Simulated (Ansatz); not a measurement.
**Si₁₀H₁₆: how energies converge with the basis set**

The task here is to estimate one member of a computed series from the others.

The runs use Ansatz 0.2.0, Gaussian basis; one geometry, several basis sets.

The runs, in order: PBE0-D4/def2-SVP; ωB97M-V/def2-SVP; PBE0-D4/def2-QZVPP; ωB97M-V/def2-QZVPP; the functionals' def2-TZVPP values are taken from earlier runs.

## The relaxed structure

An earlier PBE0-D4 in a triple-zeta def2 set relaxation fixed the geometry.

SMILES `[SiH2]1[SiH]2[SiH2][SiH]3[SiH2][SiH]1[SiH2][SiH]([SiH2]2)[SiH2]3`, 26 atoms, charge 0, spin multiplicity 1.

Atoms are counted from 1 here; the program's logs count them from 0.

Bond lengths: Si1–Si2 2.338 Å, Si1–Si6 2.338 Å, Si1–H11 1.491 Å, Si1–H12 1.491 Å, Si2–Si3 2.338 Å, Si2–Si9 2.338 Å, Si2–H13 1.494 Å, Si3–Si4 2.338 Å, Si3–H14 1.491 Å, Si3–H15 1.491 Å, Si4–Si5 2.338 Å, Si4–Si10 2.338 Å, Si4–H16 1.494 Å, Si5–Si6 2.338 Å, Si5–H17 1.491 Å, Si5–H18 1.491 Å, Si6–Si7 2.338 Å, Si6–H19 1.494 Å and more. Angles: Si2–Si1–Si6 109.8°, Si2–Si1–H11 109.7°, Si2–Si1–H12 109.7°, Si6–Si1–H11 109.7°, Si6–Si1–H12 109.7°, H11–Si1–H12 108.1°, Si1–Si2–Si3 109.3°, Si1–Si2–Si9 109.3°, Si1–Si2–H13 109.6°, Si3–Si2–Si9 109.4°, Si3–Si2–H13 109.6°, Si9–Si2–H13 109.6°, Si2–Si3–Si4 109.8°, Si2–Si3–H14 109.7°, Si2–Si3–H15 109.7°, Si4–Si3–H14 109.7°, Si4–Si3–H15 109.7°, H14–Si3–H15 108.1° and more.

The first run:

Input file in.yaml:

```yaml
crystal:
  periodic: [false, false, false]
  atoms:
    - {symbol: Si, position_ang: [-2.104317, 0.772555, -1.499845]}
    - {symbol: Si, position_ang: [-0.702875, -1.036296, -1.980162]}
    - {symbol: Si, position_ang: [-0.788829, -2.570297, -0.217717]}
    - {symbol: Si, position_ang: [-0.088790, -1.541680, 1.761825]}
    - {symbol: Si, position_ang: [-1.491307, 0.269259, 2.231122]}
    - {symbol: Si, position_ang: [-1.407120, 1.811161, 0.475510]}
    - {symbol: Si, position_ang: [0.789762, 2.569278, 0.219032]}
    - {symbol: Si, position_ang: [2.198959, 0.765462, -0.257574]}
    - {symbol: Si, position_ang: [1.490598, -0.266957, -2.232183]}
    - {symbol: Si, position_ang: [2.104126, -0.774216, 1.499462]}
    - {symbol: H, position_ang: [-3.508553, 0.295232, -1.348631]}
    - {symbol: H, position_ang: [-2.065785, 1.751159, -2.623864]}
    - {symbol: H, position_ang: [-1.151034, -1.696838, -3.242595]}
    - {symbol: H, position_ang: [0.093377, -3.733616, -0.519347]}
    - {symbol: H, position_ang: [-2.182569, -3.074662, -0.057479]}
    - {symbol: H, position_ang: [-0.145410, -2.524419, 2.885177]}
    - {symbol: H, position_ang: [-1.058882, 0.925345, 3.498067]}
    - {symbol: H, position_ang: [-2.890745, -0.211695, 2.412288]}
    - {symbol: H, position_ang: [-2.304275, 2.966173, 0.778742]}
    - {symbol: H, position_ang: [0.853156, 3.564094, -0.889507]}
    - {symbol: H, position_ang: [1.239022, 3.241498, 1.471580]}
    - {symbol: H, position_ang: [3.600939, 1.253737, -0.421690]}
    - {symbol: H, position_ang: [2.391699, -1.410052, -2.554468]}
    - {symbol: H, position_ang: [1.555299, 0.706488, -3.359509]}
    - {symbol: H, position_ang: [2.565195, -0.126840, 2.760768]}
    - {symbol: H, position_ang: [3.008379, -1.923864, 1.210999]}
basis:
  gaussian: {orbitals: def2-SVP}
hamiltonian: {xc: pbe0, dispersion: d4}
output: {orbitals: {seedname: orbitals}}
```

Steps of the session up to this table: PBE0-D4 in def2-SVP; ωB97M-V in def2-SVP; PBE0-D4 in def2-QZVPP; ωB97M-V in def2-QZVPP.

One of the session's tables, all rows but one given; the rest of the session is left out.

It belongs to the step «Functionals by basis». 

| functional | basis | HOMO (eV) |
| --- | --- | --- |
| PBE0-D4 | def2-SVP | -7.86 |
| PBE0-D4 | def2-TZVPP | -7.82 |
| PBE0-D4 | def2-QZVPP | -7.82 |
| ωB97M-V | def2-SVP | ? |
| ωB97M-V | def2-TZVPP | -9.76 |
| ωB97M-V | def2-QZVPP | -9.76 |

Q: Estimate the row for ωB97M-V, def2-SVP from the others.

**Answer.** HOMO (eV): -9.74. In the column «HOMO (eV)» it lies between ωB97M-V, def2-QZVPP (-9.76) and PBE0-D4, def2-SVP (-7.86).
